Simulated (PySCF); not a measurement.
**A diatomic session: GaAs**

An exercise on one series of results from a longer session: the logs are not shown, and one member is left open.

Computed with PySCF 2.14.0. Level: Ga pcseg-1, As pcseg-1, no relativity.

Set-up of the first run:

The job is set up so:

```
atoms                         : Ga, As
charge                        : 0
basis                         : Ga pcseg-1, As pcseg-1
Hamiltonian                   : no relativity
basis functions               : 54
electrons treated             : 64
masses in u                   : 68.9256, 74.9216
levels                        : PBE0, PBE, r²SCAN, B2PLYP, r²SCANh, revPBE, HF, MP2, SCS-MP2, CCSD, CCSD(T)
grid                          : 80 radial by 434 angular points
occupations                   : held fixed by the projection of orbital angular momentum
dissociation limit            : Ga + As, each in its ground configuration
starting distance in angstrom : 2.380
values of 2S to try           : 0, 2, 4
```

Launch:

```console
$ OMP_NUM_THREADS=1 python dia.py task.json out
```

Steps of the session up to this table: The job; PBE0 along the bond; Excited determinants; PBE (GGA); r²SCAN (meta-GGA); B2PLYP (double hybrid); r²SCANh; revPBE (GGA); UHF (mean field); Correlated methods on the Hartree–Fock reference.

One of the session's tables, all rows but one given; the rest of the session is left out.

Energy (eV) from each level's lowest point:

```
R (Å)    UHF  UHF-MP2  UHF-SCS-MP2  UHF-CCSD  UHF-CCSD(T)
2.214  0.664    0.666        0.692       n/a          n/a
2.317  0.299    0.300        0.319     0.325        0.330
2.420      ?        ?            ?         ?            ?
2.497  0.024    0.024        0.030     0.032        0.033
2.574  0.000    0.000        0.000     0.000        0.000
2.651  0.013    0.014        0.008     0.006        0.005
2.754  0.074    0.077        0.064     0.058        0.054
2.883  0.192    0.209        0.187     0.169        0.163
3.037  0.357    0.427        0.399     0.342        0.334
3.243  0.544    0.759        0.733       n/a          n/a
```

Estimate the missing values for R (Å) = 2.420.

Worked estimate for «UHF». A straight line through the neighbours (2.317, 0.299) and (2.497, 0.024) gives 0.299 + (0.024 − 0.299) × (2.420 − 2.317) / (2.497 − 2.317) = 0.142; a parabola fitted to 4 rows on both sides gives 0.090.

The run gave: UHF: 0.097; UHF-MP2: 0.098; UHF-SCS-MP2: 0.109; UHF-CCSD: 0.113; UHF-CCSD(T): 0.116. In «UHF» the line misses by +0.045 and the parabola by -0.007.

State 2 has its PBE0 minimum 0.16 eV higher. The other levels ran on the lowest alone.
